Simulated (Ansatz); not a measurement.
Runs of Ansatz 0.2.0 on Cu3O2. Symmetry: I4/mmm, No. 139, tetragonal system. The conventional cell has a = 4.046 Å, b = 4.046 Å, c = 7.347 Å, α = 90.00°, β = 90.00°, γ = 90.00°. Cu (site symmetry 4/mmm) has 4 O at 2.02 Å as nearest neighbours. Cu (site symmetry -4m2) has 2 O at 1.84 Å as nearest neighbours. Around O (site symmetry mmm) lie 4 Cu at 1.84 to 2.02 Å. The cell comes from a database or a generator and needn't be the stable form of this composition.

```csv
level,cutoff (eV),gap on the mesh (eV),pressure (GPa),relaxed volume (Å³/atom)
LDA,420,none,0.0,(b)
r2SCAN,500,none,0.0,11.59
BLYP,420,none,0.0,12.90
PBEsol,420,none,0.0,11.44
PBE,420,none,0.0,12.14
RPBE,420,none,0.0,(a)
revPBE,420,none,0.0,12.53
```

Alike in all rows: task relaxation of cell and atoms; potentials or basis Ansatz PAW; no spin polarisation; cell relaxed; k mesh 9 × 9 × 9; smearing fermi-dirac 0.05 eV.

**Question.** Fill in the values left out.

**Answer.** (a) 12.69; (b) 10.98.

Caveats: the plane-wave basis is chosen anew once the cell has moved, so the energies of steps on either side of that aren't comparable; an odd number of electrons without spin polarisation forces a metal; a magnetic or distorted state may lie lower; the run has no spin polarisation, though such a crystal can be magnetic; semilocal functionals often make such compounds metallic where correlation or magnetic order opens a gap, which also shifts bond lengths; the PAW data sets come from PBE, with cores solved anew for the run's functional, which leaves a small shift of forces and pressure (some runs).

A gap of «none» marks a metal or a gap under the smearing width.
